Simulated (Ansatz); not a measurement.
## KCaCl₃, space group Pm-3m: a calculation of the dielectric tensor and Born charges

Program: Ansatz 0.2.0, Python API.

Input file `POSCAR`:
```text
KCaCl3
1.0
   5.39352300    0.00000000    0.00000000
   0.00000000    5.39352300    0.00000000
   0.00000000    0.00000000    5.39352300
K Ca Cl
1 1 3
Direct
   0.00000000    0.00000000    0.00000000
   0.50000000    0.50000000    0.50000000
   0.00000000    0.50000000    0.50000000
   0.50000000    0.00000000    0.50000000
   0.50000000    0.50000000    0.00000000
```

Script `eps_kcacl3.py`:
```python
# -*- coding: utf-8 -*-
'''Response of KCaCl3 to an electric field.'''

import ansatz as az
from ase.io import read
import numpy as np

atoms = read('POSCAR', format='vasp')
kcacl3 = az.Crystal.from_ase(atoms)

# an insulator: whole occupations
job = (
    kcacl3.calculation()
    .functional(az.Functional.LDA)
    .kpoints(3)
    .occupations('fixed')
    .dielectric()
)
done = job.run(threads=1, pin='off')
response = done.dielectric
eps = np.asarray(response.eps_inf)

values = np.linalg.eigvalsh(eps)
print('principal values of eps_inf:', np.round(values, 3))
print('refractive indices:', np.round(np.sqrt(values), 3))
for site, z in zip(done.lattice.sites, response.zstar_e):
    print(f'{site.symbol:2s} Z* trace/3 = {np.trace(z) / 3:+.3f} e')
print(f'charge neutrality missed by {response.zstar_sum_residual_pre_e:.4f} e before the sum rule')
```

```console
$ python eps_kcacl3.py
DeckWarning: basis.ecutwfc = 420 eV, auto-derived from the records' recommended cutoffs: set by K (normal level)
principal values of eps_inf: [2.62 2.62 2.62]
refractive indices: [1.619 1.619 1.619]
K  Z* trace/3 = +1.277 e
Ca Z* trace/3 = +2.408 e
Cl Z* trace/3 = -1.228 e
Cl Z* trace/3 = -1.228 e
Cl Z* trace/3 = -1.228 e
charge neutrality missed by 0.0049 e before the sum rule
```
(Warnings from the package without file and line.)

Notes:
- Under fixed occupations the level called the Fermi level is the highest filled one on the SCF mesh; off the mesh a filled band can lie a little above it.
- Pressure is positive in compression.
- The structure comes from a database of computed cells and needn't be a stable or known phase.
- This is the electronic (clamped-ion) response; a semilocal gap that is too small tends to raise it. The typed mesh is that of the SCF; the response is solved on denser meshes that the run picks.
- It ran for 24 s on 1 thread of Arm Neoverse V2, on a shared host, peak memory 0.62 GiB.

(A comment or docstring line of the script was reworded after the run, the code is as it ran; lines on the test bed's own set-up are left out of the output.)
